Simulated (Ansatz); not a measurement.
Born–Oppenheimer molecular dynamics of a periodic cell of 16 atoms, WC (start crystal WC, start structure P-6m2, volume 1.1 times the crystal's). It goes on from the last frame of an earlier run, with new velocities.

Method: DFT LDA, scalar-relativistic, plane waves, PAW (Ansatz). Settings: PAW set soft_1, cutoff 420 eV, k mesh 2x2x2, fermi-dirac smearing 0.3 eV, no spin polarisation.

```yaml
ensemble: NVT, Langevin thermostat
time_step: 1.5 fs
steps_asked: 280
set_temperature: 2100 K
friction: 0.01 /fs
seed: 815314
```

Frames 15 fs apart, positions in Å, forces in eV/Å.

Velocities at 195 fs (Å/ps):

```
W 2.14 -2.34 -1.17
C -29.96 -23.28 14.80
W -1.40 -2.19 -3.11
C -5.25 -5.51 -8.56
W -2.91 -0.79 7.83
C -19.76 -18.08 9.37
W -4.71 -2.77 0.28
C -6.95 2.19 -18.91
W -2.48 -0.53 2.91
C -9.73 -3.53 18.57
W -3.85 3.06 -1.05
C -1.28 3.90 -44.54
W -1.94 2.28 -3.94
C -3.43 -5.92 15.89
W -1.94 5.26 1.60
C 5.78 -27.86 4.83
```

```xyz
16
Lattice="-2.9952 -5.1879 0.0000 4.4929 -2.5940 0.0000 0.0000 0.0000 5.8606" Properties=species:S:1:pos:R:3:forces:R:3 time_fs=195 energy_less_start_eV=-3.228 T=3028
W -0.412 -5.223 -0.037 2.38 -2.21 -0.53
C 1.280 -4.245 1.514 -0.49 -5.12 -1.59
W -0.284 -5.310 2.842 0.20 -0.18 1.07
C 1.250 -4.544 4.548 0.18 0.94 -1.67
W -1.587 -2.691 -0.047 -3.57 -0.19 0.19
C -0.219 -1.822 1.348 -0.43 -0.18 2.02
W -1.626 -2.620 2.955 -1.34 -1.35 -0.54
C 0.060 -1.854 4.497 -3.98 0.04 -2.12
W 1.210 -2.730 0.061 2.24 -0.31 -2.52
C 2.725 -2.016 1.393 -0.49 2.56 0.90
W 1.288 -2.868 2.818 -0.18 4.75 4.72
C 2.777 -1.841 4.259 -0.57 0.03 0.75
W -0.346 -0.147 0.017 1.85 0.72 -1.76
C -1.865 -4.410 1.275 0.81 0.38 2.15
W -0.276 -0.016 2.910 0.89 -1.49 -0.25
C -1.929 -4.564 4.421 2.50 1.60 -0.83
16
Lattice="-2.9952 -5.1879 0.0000 4.4929 -2.5940 0.0000 0.0000 0.0000 5.8606" Properties=species:S:1:pos:R:3:forces:R:3 time_fs=210 energy_less_start_eV=-2.574 T=2634
W -0.359 -5.279 -0.051 1.11 -1.94 0.07
C 0.977 -4.714 1.566 4.39 3.49 -2.94
W -0.351 -5.343 2.792 -1.07 -0.04 3.19
C 1.228 -4.550 4.384 0.12 1.08 0.76
W -1.655 -2.724 0.080 -2.86 -0.18 -1.74
C -0.383 -1.962 1.576 1.64 1.85 -1.95
W -1.715 -2.651 2.947 -2.44 -2.06 0.50
C -0.328 -1.895 4.271 1.21 0.63 1.96
W 1.188 -2.750 0.074 -0.77 -0.53 -2.32
C 2.545 -1.906 1.509 1.23 0.40 -2.32
W 1.213 -2.810 2.836 -1.40 0.27 2.18
C 2.680 -1.803 3.949 -0.24 -1.12 5.02
W -0.381 -0.095 -0.023 1.36 -0.75 -0.07
C -1.819 -4.415 1.549 -0.29 0.24 -2.04
W -0.274 0.059 2.916 0.11 -4.26 -0.52
C -1.696 -4.737 4.376 -2.08 2.93 0.21
16
Lattice="-2.9952 -5.1879 0.0000 4.4929 -2.5940 0.0000 0.0000 0.0000 5.8606" Properties=species:S:1:pos:R:3:forces:R:3 time_fs=225 energy_less_start_eV=-4.488 T=2823
W -0.265 -5.337 -0.045 -1.20 0.87 -1.51
C 1.236 -4.611 1.356 -1.13 2.14 1.32
W -0.442 -5.365 2.773 3.16 0.09 3.26
C 1.213 -4.467 4.318 -0.99 0.26 0.26
W -1.737 -2.762 0.167 -0.81 0.91 -4.39
C -0.367 -1.718 1.475 0.80 -0.66 -0.08
W -1.819 -2.684 2.935 0.21 0.46 0.62
C -0.578 -1.814 4.390 2.75 0.46 0.33
W 1.142 -2.750 0.019 -0.03 0.32 -1.24
C 2.629 -1.770 1.266 0.17 -1.36 1.61
W 1.130 -2.771 2.889 0.21 0.91 0.42
C 2.504 -1.878 4.387 1.09 0.37 -0.54
W -0.408 -0.062 -0.096 1.11 -1.09 0.51
C -1.710 -4.399 1.527 -1.10 0.07 -1.52
W -0.223 0.073 2.880 -2.56 -2.97 0.62
C -1.687 -4.375 4.338 -1.68 -0.78 0.33
16
Lattice="-2.9952 -5.1879 0.0000 4.4929 -2.5940 0.0000 0.0000 0.0000 5.8606" Properties=species:S:1:pos:R:3:forces:R:3 time_fs=240 energy_less_start_eV=-2.566 T=1703
W -0.185 -5.384 -0.062 -2.48 2.76 -0.13
C 1.383 -4.325 1.330 -1.96 -0.72 1.78
W -0.516 -5.360 2.805 2.99 0.69 1.51
C 0.997 -4.396 4.207 0.24 -0.42 0.29
W -1.778 -2.779 0.208 0.60 2.57 -5.08
C -0.128 -1.637 1.393 -1.34 -1.56 0.78
W -1.900 -2.696 2.955 0.85 2.04 0.12
C -0.332 -1.632 4.514 -0.44 -3.13 -2.70
W 1.119 -2.733 -0.030 0.41 1.02 0.59
C 2.656 -1.835 1.255 0.43 0.16 2.30
W 1.070 -2.701 2.962 1.08 0.57 -1.31
C 2.564 -1.889 4.596 -0.52 0.99 -3.76
W -0.408 -0.061 -0.150 2.75 0.27 3.24
C -1.706 -4.421 1.250 -0.27 -1.32 2.70
W -0.181 0.064 2.835 -2.91 -2.29 0.22
C -1.962 -4.225 4.384 0.57 -1.67 -0.55
16
Lattice="-2.9952 -5.1879 0.0000 4.4929 -2.5940 0.0000 0.0000 0.0000 5.8606" Properties=species:S:1:pos:R:3:forces:R:3 time_fs=255 energy_less_start_eV=-1.716 T=1825
W -0.117 -5.374 -0.082 -3.28 1.71 1.11
C 1.190 -4.192 1.593 0.01 -2.83 -1.89
W -0.527 -5.333 2.858 3.63 1.30 0.15
C 0.865 -4.372 4.153 1.64 -0.38 1.92
W -1.827 -2.750 0.214 0.48 0.40 -2.37
C -0.006 -1.763 1.495 -3.51 0.41 -1.59
W -1.939 -2.641 2.986 0.80 0.44 -0.49
C -0.145 -1.839 4.307 -4.75 2.09 2.47
W 1.146 -2.683 -0.072 0.88 -0.34 2.19
C 2.737 -1.895 1.515 -0.27 1.12 -1.75
W 1.057 -2.618 3.040 3.97 -1.77 -4.45
C 2.626 -1.740 4.263 0.11 -0.77 1.38
W -0.399 -0.075 -0.169 1.17 -0.98 2.42
C -1.853 -4.547 1.350 0.89 1.62 -0.71
W -0.194 0.057 2.800 -4.45 -3.30 0.66
C -2.085 -4.373 4.312 2.68 1.28 0.93
16
Lattice="-2.9952 -5.1879 0.0000 4.4929 -2.5940 0.0000 0.0000 0.0000 5.8606" Properties=species:S:1:pos:R:3:forces:R:3 time_fs=270 energy_less_start_eV=-3.386 T=2652
W -0.094 -5.334 -0.109 -4.69 1.32 1.91
C 1.102 -4.439 1.530 0.58 0.66 -0.92
W -0.473 -5.282 2.892 2.82 1.46 -0.86
C 0.916 -4.314 4.259 1.88 0.26 0.57
W -1.871 -2.700 0.175 0.88 0.11 -3.46
C -0.328 -1.877 1.270 0.59 1.47 1.75
W -1.983 -2.575 2.996 1.29 -1.17 -0.81
C -0.598 -1.765 4.334 1.92 0.47 0.53
W 1.183 -2.599 -0.089 -0.59 -0.99 1.95
C 2.779 -1.825 1.506 -1.09 0.14 -1.78
W 1.104 -2.534 3.099 -0.52 -2.17 -4.73
C 2.696 -1.751 4.166 0.10 -0.37 2.50
W -0.358 -0.062 -0.137 0.48 -0.71 1.23
C -1.787 -4.442 1.360 -0.21 0.17 0.20
W -0.235 -0.015 2.765 -2.58 -1.07 2.22
C -1.825 -4.400 4.386 -0.87 0.42 -0.28
16
Lattice="-2.9952 -5.1879 0.0000 4.4929 -2.5940 0.0000 0.0000 0.0000 5.8606" Properties=species:S:1:pos:R:3:forces:R:3 time_fs=285 energy_less_start_eV=-1.691 T=2220
W -0.149 -5.274 -0.110 -2.51 2.14 1.52
C 1.243 -4.466 1.287 -2.02 2.13 2.35
W -0.385 -5.237 2.918 1.17 0.99 -0.96
C 1.260 -4.292 4.371 -2.25 0.08 0.39
W -1.879 -2.704 0.120 2.30 0.83 -3.37
C -0.508 -1.617 1.258 1.68 -0.73 2.18
W -2.035 -2.516 2.981 3.73 -1.50 -1.57
C -0.828 -1.608 4.473 4.08 -0.76 -1.80
W 1.205 -2.518 -0.093 -0.72 -1.53 2.17
C 2.676 -1.606 1.250 0.02 -2.29 1.89
W 1.157 -2.462 3.118 0.18 -1.06 -2.99
C 2.733 -1.858 4.461 -0.32 1.48 -2.14
W -0.295 -0.040 -0.110 -0.42 0.64 0.95
C -1.693 -4.285 1.444 -0.82 -1.29 1.03
W -0.282 -0.083 2.751 -1.54 0.86 2.00
C -1.579 -4.357 4.506 -2.56 0.01 -1.63
16
Lattice="-2.9952 -5.1879 0.0000 4.4929 -2.5940 0.0000 0.0000 0.0000 5.8606" Properties=species:S:1:pos:R:3:forces:R:3 time_fs=300 energy_less_start_eV=-2.906 T=3001
W -0.241 -5.186 -0.142 0.10 1.40 2.77
C 1.107 -4.282 1.448 0.49 0.50 0.06
W -0.290 -5.179 2.943 -0.84 0.68 -1.09
C 1.310 -4.358 4.461 -2.37 1.11 0.21
W -1.845 -2.708 0.061 1.45 2.39 -0.91
C -0.353 -1.487 1.453 0.14 -4.06 -1.98
W -2.072 -2.474 2.946 5.42 -1.42 -0.78
C -0.465 -1.579 4.413 1.43 -1.65 -0.56
W 1.218 -2.459 -0.068 -0.82 -1.76 1.95
C 2.750 -1.592 1.205 -0.24 -1.33 2.12
W 1.209 -2.409 3.111 -0.52 -1.65 -3.24
C 2.712 -1.793 4.491 0.46 0.79 -1.75
W -0.196 -0.003 -0.078 -1.98 1.26 0.07
C -1.710 -4.232 1.651 -1.14 -0.36 -1.79
W -0.331 -0.088 2.725 -0.05 4.13 4.63
C -1.643 -4.277 4.377 -1.52 -0.02 0.27
16
Lattice="-2.9952 -5.1879 0.0000 4.4929 -2.5940 0.0000 0.0000 0.0000 5.8606" Properties=species:S:1:pos:R:3:forces:R:3 time_fs=315 energy_less_start_eV=-2.086 T=2362
W -0.331 -5.100 -0.133 0.44 -0.47 2.64
C 0.992 -4.004 1.726 1.43 -1.84 -2.42
W -0.242 -5.121 2.960 -3.69 1.06 -1.74
C 1.002 -4.243 4.438 2.56 0.46 -0.15
W -1.796 -2.703 -0.004 0.05 2.18 -0.84
C -0.235 -1.829 1.375 -1.11 1.91 0.40
W -2.055 -2.435 2.881 3.70 -1.77 0.53
C -0.042 -1.703 4.360 -3.89 1.61 1.15
W 1.226 -2.431 -0.045 0.59 -2.52 1.89
C 2.796 -1.720 1.403 -1.16 1.44 -0.87
W 1.269 -2.406 3.074 -0.99 -2.07 -4.65
C 2.776 -1.631 4.217 0.33 -0.28 2.31
W -0.115 0.038 -0.032 -3.84 -0.31 -0.76
C -1.931 -4.195 1.563 1.16 -0.09 -1.47
W -0.383 -0.003 2.723 1.62 -0.05 3.53
C -2.067 -4.272 4.259 2.78 0.75 0.46
16
Lattice="-2.9952 -5.1879 0.0000 4.4929 -2.5940 0.0000 0.0000 0.0000 5.8606" Properties=species:S:1:pos:R:3:forces:R:3 time_fs=330 energy_less_start_eV=-2.442 T=1975
W -0.413 -5.005 -0.085 3.57 -1.31 0.62
C 1.110 -4.005 1.684 0.25 -1.96 -2.63
W -0.230 -5.072 2.929 -2.68 0.98 -0.97
C 1.047 -4.070 4.380 1.34 -1.14 0.34
W -1.750 -2.664 -0.078 -0.66 4.44 -0.73
C -0.277 -1.856 1.453 -0.31 2.09 0.41
W -2.003 -2.431 2.846 3.33 -1.20 0.62
C -0.179 -1.640 4.551 -0.87 -0.03 -1.85
W 1.257 -2.421 -0.012 -0.26 -1.63 0.65
C 2.703 -1.592 1.395 0.43 0.37 0.13
W 1.317 -2.436 2.993 -2.70 0.79 -0.81
C 2.807 -1.514 4.318 -0.88 -0.87 0.49
W -0.061 0.035 0.017 -6.57 0.09 -2.96
C -1.873 -4.166 1.252 1.30 -0.41 3.64
W -0.414 0.058 2.748 2.04 0.41 2.63
C -2.125 -4.120 4.211 2.66 -0.64 0.42
16
Lattice="-2.9952 -5.1879 0.0000 4.4929 -2.5940 0.0000 0.0000 0.0000 5.8606" Properties=species:S:1:pos:R:3:forces:R:3 time_fs=345 energy_less_start_eV=-3.103 T=2840
W -0.393 -4.939 -0.042 4.64 -2.57 -1.24
C 1.269 -4.335 1.234 -0.67 1.43 1.48
W -0.248 -5.060 2.877 -0.85 1.19 0.43
C 1.242 -4.112 4.390 -0.39 -0.44 -0.69
W -1.746 -2.598 -0.170 -0.80 4.25 2.82
C -0.418 -1.572 1.669 1.75 -0.72 -2.31
W -1.944 -2.420 2.847 2.66 -0.96 0.37
C -0.419 -1.469 4.476 1.51 -1.22 -1.03
W 1.305 -2.439 0.008 -1.16 -0.13 -0.99
C 2.594 -1.384 1.449 0.87 -2.48 0.41
W 1.327 -2.454 2.892 -2.42 0.86 0.70
C 2.720 -1.616 4.513 -0.02 0.31 -1.49
W -0.054 0.013 0.047 -4.73 1.57 -1.59
C -1.623 -4.174 1.382 -2.18 0.40 1.51
W -0.424 0.119 2.803 2.09 0.77 2.83
C -1.765 -4.064 4.335 -0.30 -2.27 -1.21
16
Lattice="-2.9952 -5.1879 0.0000 4.4929 -2.5940 0.0000 0.0000 0.0000 5.8606" Properties=species:S:1:pos:R:3:forces:R:3 time_fs=360 energy_less_start_eV=-1.449 T=2414
W -0.324 -4.895 -0.032 2.62 -4.11 0.27
C 1.374 -4.514 1.084 -1.65 3.35 3.25
W -0.280 -5.049 2.804 1.12 -0.33 2.23
C 1.347 -4.260 4.288 -2.04 1.13 0.53
W -1.727 -2.492 -0.226 1.18 -0.06 1.56
C -0.317 -1.436 1.617 0.69 -1.87 -2.05
W -1.862 -2.406 2.868 2.23 -0.88 -1.47
C -0.403 -1.592 4.139 1.81 0.46 2.13
W 1.337 -2.454 0.015 -1.20 -0.39 -1.18
C 2.574 -1.569 1.555 1.58 0.32 -1.60
W 1.298 -2.472 2.805 -3.17 0.55 3.09
C 2.638 -1.628 4.528 1.26 0.21 -1.68
W -0.092 -0.019 0.057 -2.35 1.48 -1.94
C -1.711 -4.075 1.692 -1.03 -1.76 -3.32
W -0.448 0.180 2.887 3.23 -0.31 1.43
C -1.507 -4.341 4.378 -4.28 2.20 -1.23
```

Of the whole run (420 fs, mean temperature of the second half 2516 K): The mean temperature of the second half is 20 % above the set value. A run of 0.42 ps of so small a system gives no equilibrium averages. Limits of this set-up: coarse k mesh, PAW files made for another functional.

Time of the run: 23 min on 1 thread of Arm Neoverse V2 (shared host), peak memory 0.59 GiB.
